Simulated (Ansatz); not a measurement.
**CH₃Cl with SbH₃: superposition error and deformation**

Aim: split the binding of a pair into the counterpoise interaction, the basis-set superposition error and the cost of deforming the fragments.

The runs use Ansatz 0.2.0, Gaussian basis; PBE0-D4 structures, single points in def2-TZVPPD.

Levels: PBE-D4, revPBE-D4, BLYP-D4, r2SCAN-D4, B97M-V, PBE0-D4, B3LYP-D4, HSE06-D4, wB97X-V, wB97M-V, B2PLYP, Hartree-Fock, MP2, CCSD, CCSD(T).

Correlated methods freeze the cores. Filled d shells of the heavier atoms are correlated. Core potentials replace the inner electrons past krypton, and spin-orbit coupling is left out. B3LYP uses VWN-RPA correlation. B2PLYP carries no dispersion term here.

129 further runs of the same task are left out: 129 set aside as unsound or not needed. Runs told in other sessions of the task aren't counted.

### 1 Starting geometry

The relaxed pair: 9 atoms, charge 0, spin multiplicity 1.

Atoms are counted from 1 here; the program's logs count them from 0.

Bond lengths: C1–Cl2 1.775 Å, C1–H3 1.088 Å, C1–H4 1.087 Å, C1–H5 1.087 Å, Sb6–H7 1.708 Å, Sb6–H8 1.708 Å, Sb6–H9 1.713 Å. Angles: Cl2–C1–H3 108.5°, Cl2–C1–H4 108.5°, Cl2–C1–H5 108.5°, H3–C1–H4 110.4°, H3–C1–H5 110.4°, H4–C1–H5 110.5°, H7–Sb6–H8 91.5°, H7–Sb6–H9 91.0°, H8–Sb6–H9 91.0°.

Geometry (Å):

```csv
atom,x (Å),y (Å),z (Å)
C1,0.0578,0.2970,-1.7815
Cl2,-1.1011,-0.9895,-1.3924
H3,0.5126,0.6422,-0.8558
H4,-0.4785,1.1088,-2.2669
H5,0.8144,-0.1106,-2.4475
Sb6,-0.4449,-0.7641,2.2492
H7,-0.7599,0.7732,1.5748
H8,1.0058,-0.9062,1.3590
H9,0.3938,-0.0508,3.5611
```

Atoms 1 to 5 are fragment A (CH₃Cl), the rest fragment B (SbH₃). From earlier runs, pair energy (eV) and counterpoise interaction (kcal/mol):

| method | E(pair) | interaction |
| --- | --- | --- |
| PBE-D4 | -20188.55625 | -2.51 |
| revPBE-D4 | -20194.61952 | -2.33 |
| BLYP-D4 | -20193.50333 | -2.34 |
| r2SCAN-D4 | -20196.41919 | -2.01 |
| B97M-V | -20192.30695 | -2.43 |
| PBE0-D4 | -20190.14855 | -2.37 |
| B3LYP-D4 | -20198.68778 | -2.40 |
| HSE06-D4 | -20189.79084 | -2.35 |
| wB97X-V | -20192.78007 | -2.22 |
| wB97M-V | -20192.64232 | -2.31 |
| B2PLYP | -20185.02896 | -0.83 |
| MP2 | -20160.16072 | -2.14 |
| CCSD(T) | -20161.97116 | -1.73 |

First each fragment is run alone in its own basis, frozen in the shape it has in the pair (a, b).

### 2 PBE-D4/def2-TZVPPD

Input file a/in.yaml:

```yaml
crystal:
  periodic: [false, false, false]
  atoms:
    - {symbol: C, position_ang: [0.057783, 0.296981, -1.781518]}
    - {symbol: Cl, position_ang: [-1.101072, -0.989499, -1.392375]}
    - {symbol: H, position_ang: [0.512633, 0.642194, -0.855829]}
    - {symbol: H, position_ang: [-0.478510, 1.108767, -2.266855]}
    - {symbol: H, position_ang: [0.814400, -0.110577, -2.447536]}
basis:
  gaussian: {orbitals: "def2-TZVPPD.json"}
hamiltonian: {xc: pbe, dispersion: d4}
```

Input file b/in.yaml:

```yaml
crystal:
  periodic: [false, false, false]
  atoms:
    - {symbol: Sb, position_ang: [-0.444903, -0.764143, 2.249212]}
    - {symbol: H, position_ang: [-0.759875, 0.773176, 1.574845]}
    - {symbol: H, position_ang: [1.005798, -0.906212, 1.358963]}
    - {symbol: H, position_ang: [0.393845, -0.050788, 3.561094]}
basis:
  gaussian: {orbitals: "def2-TZVPPD.json"}
hamiltonian: {xc: pbe, dispersion: d4}
```

The basis file named in the input lies beside it (Basis Set Exchange, JSON).

One command serves all of them, each in its own folder.

Started as:

```sh
ansatz run in.yaml --threads 4 --pin off --events-out ev --progress --plain --max-ram 9574MiB
```

Log of a, shortened:

```text
Functional definition: PBE
  name "PBE"
  cite "Perdew, Burke & Ernzerhof, Phys. Rev. Lett. 77, 3865 (1996) doi:10.1103/PhysRevLett.77.3865"
  parent pbe
[...]
675 factors; their error is unknown
[...]
mean field -13602.76079409 eV, -499.8922389003 hartree, gradient 1.2e-5 eV, S^2 0.000000; 0 other end points of the search recorded, 0 dependent functions left out
reference -13602.76084340 eV, -499.8922407124 hartree; 13, 13 occupied and 126, 126 virtual orbitals, 675 factors
Total energy: -13602.81112082 eV, -499.8940883738 hartree
```

Log of b, shortened:

```text
[... 4 set-up lines as earlier in the session ...]
[...]
590 factors; their error is unknown
[...]
mean field -6585.59248787 eV, -242.0160600543 hartree, gradient 1.3e-5 eV, S^2 0.000000; 0 other end points of the search recorded, 0 dependent functions left out
reference -6585.59252426 eV, -242.0160613914 hartree; 13, 13 occupied and 94, 94 virtual orbitals, 590 factors
Total energy: -6585.63437709 eV, -242.0175994549 hartree
```

They took 0.35 s (a), 0.25 s (b) on 4 threads of Intel Xeon 6975P-C, shared host.

### 3 r2SCAN-D4/def2-TZVPPD

The same edit goes into each in.yaml of step 2 (a, b):

```diff
-hamiltonian: {xc: pbe, dispersion: d4}
+hamiltonian: {xc: r2scan, dispersion: d4}
```

Each run has its own folder and the same command.

Started as:

```sh
ansatz run in.yaml --threads 4 --pin off --events-out ev --progress --plain --max-ram 9574MiB
```

Output in a, shortened:

```text
Functional definition: r2SCAN
  name "r2SCAN"
  cite "Furness, Kaplan, Ning, Perdew & Sun, J. Phys. Chem. Lett. 11, 8208 (2020) doi:10.1021/acs.jpclett.0c02405"
  cite "Furness, Kaplan, Ning, Perdew & Sun, J. Phys. Chem. Lett. 11, 9248 (2020) doi:10.1021/acs.jpclett.0c03077"
  parent r2scan
[...]
675 factors; their error is unknown
[...]
mean field -13607.89221885 eV, -500.0808152822 hartree, gradient 4.2e-5 eV, S^2 0.000000; 0 other end points of the search recorded, 0 dependent functions left out
reference -13607.89223620 eV, -500.0808159197 hartree; 13, 13 occupied and 126, 126 virtual orbitals, 675 factors
Total energy: -13607.90352121 eV, -500.0812306360 hartree
```

Log of b, shortened:

```text
[... 5 set-up lines as earlier in the session ...]
[...]
590 factors; their error is unknown
[...]
mean field -6588.41722238 eV, -242.1198671328 hartree, gradient 6.1e-5 eV, S^2 0.000000; 0 other end points of the search recorded, 0 dependent functions left out
reference -6588.41723342 eV, -242.1198675384 hartree; 13, 13 occupied and 94, 94 virtual orbitals, 590 factors
Total energy: -6588.42614887 eV, -242.1201951753 hartree
```

Times: 0.6 s (a), 0.45 s (b) on 4 threads of Intel Xeon 6975P-C, shared host.

### 4 PBE0-D4/def2-TZVPPD

Each input of step 3 (a, b) changes in the same lines:

```diff
-hamiltonian: {xc: r2scan, dispersion: d4}
+hamiltonian: {xc: pbe0, dispersion: d4}
+output: {orbitals: {seedname: orbitals}}
```

Each run has its own folder and the same command.

Started as:

```sh
ansatz run in.yaml --threads 4 --pin off --events-out ev --progress --plain --max-ram 9574MiB
```

Output in a, shortened:

```text
Functional definition: PBE0
  name "PBE0"
  cite "Adamo & Barone, J. Chem. Phys. 110, 6158 (1999) doi:10.1063/1.478522"
[... 2 set-up lines as earlier in the session ...]
[...]
685 factors; their error is unknown
[...]
mean field -13603.98324970 eV, -499.9371633155 hartree, gradient 6.3e-5 eV, S^2 0.000000; 0 other end points of the search recorded, 0 dependent functions left out
reference -13603.98328581 eV, -499.9371646426 hartree; 13, 13 occupied and 126, 126 virtual orbitals, 685 factors
Total energy: -13604.02432884 eV, -499.9386729458 hartree
```

Log of b, shortened:

```text
[... 5 set-up lines as earlier in the session ...]
[...]
660 factors; their error is unknown
[...]
mean field -6585.98540572 eV, -242.0304995191 hartree, gradient 6.3e-5 eV, S^2 0.000000; 0 other end points of the search recorded, 0 dependent functions left out
reference -6585.98543246 eV, -242.0305005015 hartree; 13, 13 occupied and 94, 94 virtual orbitals, 660 factors
Total energy: -6586.01977970 eV, -242.0317627393 hartree
```

Times: 0.45 s (a), 0.3 s (b) on 4 threads of Intel Xeon 6975P-C, shared host.

### 5 B3LYP-D4/def2-TZVPPD

The same edit goes into each in.yaml of step 4 (a, b):

```diff
-hamiltonian: {xc: pbe0, dispersion: d4}
-output: {orbitals: {seedname: orbitals}}
+hamiltonian: {xc: {name: B3LYP}, dispersion: d4}
```

The same command starts each run, in its folder.

Started as:

```sh
ansatz run in.yaml --threads 4 --pin off --events-out ev --progress --plain --max-ram 9574MiB
```

Output in a, shortened:

```text
Functional definition: B3LYP
  name "B3LYP"
  cite "Stephens, Devlin, Chabalowski & Frisch, J. Phys. Chem. 98, 11623 (1994) doi:10.1021/j100096a001"
  cite "Becke, Phys. Rev. A 38, 3098 (1988) doi:10.1103/PhysRevA.38.3098"
  cite "Lee, Yang & Parr, Phys. Rev. B 37, 785 (1988) doi:10.1103/PhysRevB.37.785"
  cite "Vosko, Wilk & Nusair, Can. J. Phys. 58, 1200 (1980) doi:10.1139/p80-159"
[...]
685 factors; their error is unknown
[...]
mean field -13610.04422757 eV, -500.1599001440 hartree, gradient 5.7e-5 eV, S^2 0.000000; 0 other end points of the search recorded, 0 dependent functions left out
reference -13610.04445514 eV, -500.1599085069 hartree; 13, 13 occupied and 126, 126 virtual orbitals, 685 factors
Total energy: -13610.12626742 eV, -500.1629150528 hartree
```

b printed, shortened:

```text
[... 6 set-up lines as earlier in the session ...]
[...]
660 factors; their error is unknown
[...]
mean field -6588.38595962 eV, -242.1187182477 hartree, gradient 7.0e-5 eV, S^2 0.000000; 0 other end points of the search recorded, 0 dependent functions left out
reference -6588.38616831 eV, -242.1187259168 hartree; 13, 13 occupied and 94, 94 virtual orbitals, 660 factors
Total energy: -6588.45503185 eV, -242.1212566052 hartree
```

They took 0.45 s (a), 0.3 s (b) on 4 threads of Intel Xeon 6975P-C, shared host.

### 6 wB97X-V/def2-TZVPPD

The same edit goes into each in.yaml of step 5 (a, b):

```diff
-hamiltonian: {xc: {name: B3LYP}, dispersion: d4}
+hamiltonian: {xc: {name: wB97X-V}}
```

The same command starts each run, in its folder.

Started as:

```sh
ansatz run in.yaml --threads 4 --pin off --events-out ev --progress --plain --max-ram 9574MiB
```

Log of a, shortened:

```text
Functional definition: wB97X-V
  name "wB97X-V"
  cite "Mardirossian & Head-Gordon, Phys. Chem. Chem. Phys. 16, 9904 (2014) doi:10.1039/C3CP54374A"
  cite "Becke, J. Chem. Phys. 107, 8554 (1997) doi:10.1063/1.475007"
  cite "Vydrov & Van Voorhis, J. Chem. Phys. 133, 244103 (2010) doi:10.1063/1.3521275"
[...]
      + integral(e_c_pw_opposite_spin*poly(b97_u_opposite, cos0, cos1)) + vv10(b, c)
678 factors; their error is unknown
181 factors; integrals over basis functions are off by at most 2.7e-5 eV
[...]
mean field -13607.29051137 eV, -500.0587029402 hartree, gradient 1.2e-5 eV, S^2 0.000000; 0 other end points of the search recorded, 0 dependent functions left out
reference -13607.29050904 eV, -500.0587028543 hartree; 13, 13 occupied and 126, 126 virtual orbitals, 678 factors
Total energy: -13607.29050904 eV, -500.0587028543 hartree
```

Log of b, shortened:

```text
[... 5 set-up lines as earlier in the session ...]
[...]
      + integral(e_c_pw_opposite_spin*poly(b97_u_opposite, cos0, cos1)) + vv10(b, c)
647 factors; their error is unknown
188 factors; integrals over basis functions are off by at most 2.2e-5 eV
[...]
mean field -6585.39135411 eV, -242.0086685251 hartree, gradient 3.7e-5 eV, S^2 0.000000; 0 other end points of the search recorded, 0 dependent functions left out
reference -6585.39135233 eV, -242.0086684596 hartree; 13, 13 occupied and 94, 94 virtual orbitals, 647 factors
Total energy: -6585.39135233 eV, -242.0086684596 hartree
```

Wall times: 0.85 s (a), 0.75 s (b) on 4 threads of Intel Xeon 6975P-C, shared host.

### 7 wB97M-V/def2-TZVPPD

Each input of step 6 (a, b) changes in the same lines:

```diff
-hamiltonian: {xc: {name: wB97X-V}}
+hamiltonian: {xc: {name: wB97M-V}}
```

Each run has its own folder and the same command.

Started as:

```sh
ansatz run in.yaml --threads 4 --pin off --events-out ev --progress --plain --max-ram 9574MiB
```

Log of a, shortened:

```text
Functional definition: wB97M-V
  name "wB97M-V"
  cite "Mardirossian & Head-Gordon, J. Chem. Phys. 144, 214110 (2016) doi:10.1063/1.4952647"
[... 2 set-up lines as earlier in the session ...]
  # Of w^i u^j: cxij and so on, Table III.
[...]
  gx(w, u) = 1 - cx + cx01*u + cx10*w
[...]
      + integral(e_c_pw_mod_opposite_spin*gos(b97_w_opposite, b97_u_opposite)) + vv10(b, c)
678 factors; their error is unknown
181 factors; integrals over basis functions are off by at most 2.7e-5 eV
[...]
mean field -13608.06677224 eV, -500.0872300007 hartree, gradient 6.3e-5 eV, S^2 0.000000; 0 other end points of the search recorded, 0 dependent functions left out
reference -13608.06683220 eV, -500.0872322044 hartree; 13, 13 occupied and 126, 126 virtual orbitals, 678 factors
Total energy: -13608.06683220 eV, -500.0872322044 hartree
```

b printed, shortened:

```text
[... 5 set-up lines as earlier in the session ...]
  # Of w^i u^j: cxij and so on, Table III.
[...]
  gx(w, u) = 1 - cx + cx01*u + cx10*w
[...]
      + integral(e_c_pw_mod_opposite_spin*gos(b97_w_opposite, b97_u_opposite)) + vv10(b, c)
640 factors; their error is unknown
188 factors; integrals over basis functions are off by at most 2.2e-5 eV
[...]
mean field -6584.47282068 eV, -241.9749130439 hartree, gradient 6.2e-5 eV, S^2 0.000000; 0 other end points of the search recorded, 0 dependent functions left out
reference -6584.47286504 eV, -241.9749146741 hartree; 13, 13 occupied and 94, 94 virtual orbitals, 640 factors
Total energy: -6584.47286504 eV, -241.9749146741 hartree
```

Times: 0.85 s (a), 0.8 s (b) on 4 threads of Intel Xeon 6975P-C, shared host.

### 8 B2PLYP/def2-TZVPPD

The same edit goes into each in.yaml of step 7 (a, b):

```diff
-hamiltonian: {xc: {name: wB97M-V}}
+hamiltonian: {xc: {name: B2PLYP}}
```

Each run has its own folder and the same command.

Started as:

```sh
ansatz run in.yaml --threads 4 --pin off --events-out ev --progress --plain --max-ram 9574MiB
```

a printed, shortened:

```text
Functional definition: B2PLYP
  name "B2PLYP"
  cite "Grimme, J. Chem. Phys. 124, 034108 (2006) doi:10.1063/1.2148954"
[... 2 set-up lines as earlier in the session ...]
[...]
789 factors; integrals over basis functions are off by at most 6.8e-4 eV
[...]
mean field -13601.53736943 eV, -499.8472788732 hartree, gradient 3.3e-6 eV, S^2 0.000000; 0 other end points of the search recorded, 0 dependent functions left out
6 core orbitals not correlated: weight in the atoms' cores, before any rotation towards them, 1.000 or more for the frozen orbitals, at most 0.000 for the correlated occupied ones
reference -13601.53750943 eV, -499.8472840184 hartree; 7, 7 occupied and 126, 126 virtual orbitals, 789 factors
second order -12.36362981 eV of doubles, -0.00000000 eV of singles
Total energy: -13604.87568948 eV, -499.9699598725 hartree
```

Log of b, shortened:

```text
[... 5 set-up lines as earlier in the session ...]
[...]
765 factors; integrals over basis functions are off by at most 5.8e-4 eV
[...]
mean field -6576.87369117 eV, -241.6956501854 hartree, gradient 9.9e-7 eV, S^2 0.000000; 0 other end points of the search recorded, 0 dependent functions left out
4 core orbitals not correlated: weight in the atoms' cores, before any rotation towards them, 1.000 or more for the frozen orbitals, at most 0.000 for the correlated occupied ones
reference -6576.87382189 eV, -241.6956549892 hartree; 9, 9 occupied and 94, 94 virtual orbitals, 765 factors
second order -11.97311015 eV of doubles, -0.00000000 eV of singles
Total energy: -6580.10656163 eV, -241.8144559835 hartree
```

Wall times: 0.65 s (a), 0.5 s (b) on 4 threads of Intel Xeon 6975P-C, shared host.

### 9 BLYP-D4/def2-TZVPPD

The same edit goes into each in.yaml of step 8 (a, b):

```diff
-hamiltonian: {xc: {name: B2PLYP}}
+hamiltonian: {xc: {name: BLYP}, dispersion: d4}
```

One command serves all of them, each in its own folder.

Started as:

```sh
ansatz run in.yaml --threads 4 --pin off --events-out ev --progress --plain --max-ram 9574MiB
```

a printed, shortened:

```text
Functional definition: BLYP
  name "BLYP"
[... 2 set-up lines as earlier in the session ...]
[...]
675 factors; their error is unknown
[...]
mean field -13608.74595992 eV, -500.1121896877 hartree, gradient 1.6e-5 eV, S^2 0.000000; 0 other end points of the search recorded, 0 dependent functions left out
reference -13608.74626762 eV, -500.1122009956 hartree; 13, 13 occupied and 126, 126 virtual orbitals, 675 factors
Total energy: -13608.86414300 eV, -500.1165328357 hartree
```

Log of b, shortened:

```text
[... 4 set-up lines as earlier in the session ...]
[...]
590 factors; their error is unknown
[...]
mean field -6584.43875965 eV, -241.9736613242 hartree, gradient 3.7e-5 eV, S^2 0.000000; 0 other end points of the search recorded, 0 dependent functions left out
reference -6584.43904223 eV, -241.9736717088 hartree; 13, 13 occupied and 94, 94 virtual orbitals, 590 factors
Total energy: -6584.53524085 eV, -241.9772069429 hartree
```

Times: 0.35 s (a), 0.3 s (b) on 4 threads of Intel Xeon 6975P-C, shared host.

### 10 revPBE-D4/def2-TZVPPD

The same edit goes into each in.yaml of step 9 (a, b):

```diff
-hamiltonian: {xc: {name: BLYP}, dispersion: d4}
+hamiltonian: {xc: {name: revPBE}, dispersion: d4}
```

One command serves all of them, each in its own folder.

Started as:

```sh
ansatz run in.yaml --threads 4 --pin off --events-out ev --progress --plain --max-ram 9574MiB
```

Log of a, shortened:

```text
Functional definition: revPBE
  name "revPBE"
  cite "Zhang & Yang, Phys. Rev. Lett. 80, 890 (1998) doi:10.1103/PhysRevLett.80.890"
[... 1 set-up line as earlier in the session ...]
[...]
675 factors; their error is unknown
[...]
mean field -13606.91954888 eV, -500.0450703198 hartree, gradient 1.1e-5 eV, S^2 0.000000; 0 other end points of the search recorded, 0 dependent functions left out
reference -13606.91961073 eV, -500.0450725931 hartree; 13, 13 occupied and 126, 126 virtual orbitals, 675 factors
Total energy: -13607.11021160 eV, -500.0520770458 hartree
```

Log of b, shortened:

```text
[... 4 set-up lines as earlier in the session ...]
[...]
590 factors; their error is unknown
[...]
mean field -6587.26794528 eV, -242.0776319785 hartree, gradient 3.7e-5 eV, S^2 0.000000; 0 other end points of the search recorded, 0 dependent functions left out
reference -6587.26799162 eV, -242.0776336815 hartree; 13, 13 occupied and 94, 94 virtual orbitals, 590 factors
Total energy: -6587.40595024 eV, -242.0827035672 hartree
```

Times: 0.3 s (a), 0.25 s (b) on 4 threads of Intel Xeon 6975P-C, shared host.

### 11 B97M-V/def2-TZVPPD

Each input of step 10 (a, b) changes in the same lines:

```diff
-hamiltonian: {xc: {name: revPBE}, dispersion: d4}
+hamiltonian: {xc: {name: B97M-V}}
```

Each run has its own folder and the same command.

Started as:

```sh
ansatz run in.yaml --threads 4 --pin off --events-out ev --progress --plain --max-ram 9574MiB
```

a printed, shortened:

```text
Functional definition: B97M-V
  name "B97M-V"
  cite "Mardirossian & Head-Gordon, J. Chem. Phys. 142, 074111 (2015) doi:10.1063/1.4907719"
[... 2 set-up lines as earlier in the session ...]
  # Of w^i u^j: cxij and so on, Table III.
[...]
  gx(w, u) = cx00 + cx01*u + cx02*u^2 + (cx10 + cx11*u)*w
[...]
  gos(w, u) = cos00 + cos01*u + cos03*u^3 + cos10*w + cos32*w^3*u^2
[...]
      + integral(e_c_pw_mod_opposite_spin*gos(b97_w_opposite, b97_u_opposite)) + vv10(b, c)
675 factors; their error is unknown
[...]
mean field -13606.20221854 eV, -500.0187089164 hartree, gradient 5.7e-5 eV, S^2 0.000000; 0 other end points of the search recorded, 0 dependent functions left out
reference -13606.20228920 eV, -500.0187115131 hartree; 13, 13 occupied and 126, 126 virtual orbitals, 675 factors
Total energy: -13606.20228920 eV, -500.0187115131 hartree
```

Output in b, shortened:

```text
[... 5 set-up lines as earlier in the session ...]
  # Of w^i u^j: cxij and so on, Table III.
[...]
  gx(w, u) = cx00 + cx01*u + cx02*u^2 + (cx10 + cx11*u)*w
[...]
  gos(w, u) = cos00 + cos01*u + cos03*u^3 + cos10*w + cos32*w^3*u^2
[...]
      + integral(e_c_pw_mod_opposite_spin*gos(b97_w_opposite, b97_u_opposite)) + vv10(b, c)
590 factors; their error is unknown
[...]
mean field -6585.99709400 eV, -242.0309290554 hartree, gradient 9.1e-6 eV, S^2 0.000000; 0 other end points of the search recorded, 0 dependent functions left out
reference -6585.99714680 eV, -242.0309309956 hartree; 13, 13 occupied and 94, 94 virtual orbitals, 590 factors
Total energy: -6585.99714680 eV, -242.0309309956 hartree
```

Times: 1 s (a), 0.75 s (b) on 4 threads of Intel Xeon 6975P-C, shared host.

### 12 HSE06-D4/def2-TZVPPD

Each input of step 11 (a, b) changes in the same lines:

```diff
-hamiltonian: {xc: {name: B97M-V}}
+hamiltonian: {xc: hse06, dispersion: d4}
```

The same command starts each run, in its folder.

Started as:

```sh
ansatz run in.yaml --threads 4 --pin off --events-out ev --progress --plain --max-ram 9574MiB
```

a printed, shortened:

```text
Functional definition: HSE06
  name "HSE06"
  cite "Heyd, Scuseria & Ernzerhof, J. Chem. Phys. 118, 8207 (2003) doi:10.1063/1.1564060"
  cite "Krukau, Vydrov, Izmaylov & Scuseria, J. Chem. Phys. 125, 224106 (2006) doi:10.1063/1.2404663"
  cite "Heyd & Scuseria, J. Chem. Phys. 120, 7274 (2004) doi:10.1063/1.1668634"
  cite "Ernzerhof & Perdew, J. Chem. Phys. 109, 3313 (1998) doi:10.1063/1.476928"
[...]
685 factors; their error is unknown
65 factors; integrals over basis functions are off by at most 3.2e-5 eV
[...]
mean field -13603.69942976 eV, -499.9267331250 hartree, gradient 6.2e-5 eV, S^2 0.000000; 0 other end points of the search recorded, 0 dependent functions left out
reference -13603.69947761 eV, -499.9267348834 hartree; 13, 13 occupied and 126, 126 virtual orbitals, 685 factors
Total energy: -13603.73710665 eV, -499.9281177253 hartree
```

Output in b, shortened:

```text
[... 6 set-up lines as earlier in the session ...]
[...]
660 factors; their error is unknown
59 factors; integrals over basis functions are off by at most 7.4e-6 eV
[...]
mean field -6585.91833069 eV, -242.0280345572 hartree, gradient 1.8e-5 eV, S^2 0.000000; 0 other end points of the search recorded, 0 dependent functions left out
reference -6585.91836623 eV, -242.0280358632 hartree; 13, 13 occupied and 94, 94 virtual orbitals, 660 factors
Total energy: -6585.95019907 eV, -242.0292056984 hartree
```

Wall times: 0.45 s (a), 0.35 s (b) on 4 threads of Intel Xeon 6975P-C, shared host.

(Part 1 of 3 ends here.)
